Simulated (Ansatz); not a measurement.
The system is NbTe.

```
CELL_PARAMETERS angstrom
3.70297 0.00000 0.00000
-1.85149 3.20687 0.00000
0.00000 0.00000 3.69421
ATOMIC_POSITIONS crystal
Te 0.66667 0.33333 0.00000
Nb 0.00000 0.00000 0.50000
```

The cell comes from a database or a generator and needn't be the stable form of this composition.

Base run:

* Program: Ansatz 0.2.0
* Functional: r2SCAN
* Potentials or basis: Ansatz PAW
* Cutoff: 500 eV (not typed: the program's choice for these potentials)
* k mesh: 8 × 8 × 7
* Occupations: fermi-dirac, width 0.05 eV
* Spin: no spin polarisation

Its results: band gap on the k mesh none (metal or under the smearing width); pressure -1.5 GPa.

Problem. After a change of settings the same cell gave: band gap on the k mesh none (metal or under the smearing width); pressure 1.5 GPa. Which change was it?
A. functional from r2SCAN to PBEsol; cutoff from 500 eV (not typed: the program's choice for these potentials) to 420 eV (not typed: the program's choice for these potentials)
B. functional from r2SCAN to LDA; cutoff from 500 eV (not typed: the program's choice for these potentials) to 420 eV (not typed: the program's choice for these potentials)
C. functional from r2SCAN to RPBE; cutoff from 500 eV (not typed: the program's choice for these potentials) to 420 eV (not typed: the program's choice for these potentials)
D. functional from r2SCAN to BLYP; cutoff from 500 eV (not typed: the program's choice for these potentials) to 420 eV (not typed: the program's choice for these potentials)

Solution. C.

Caveats: spin-orbit coupling is left out, which moves the levels of the heavy elements; the PAW data sets come from PBE, with cores solved anew for the run's functional, which leaves a small shift of forces and pressure.

Runs at the PBE level aren't shown here.
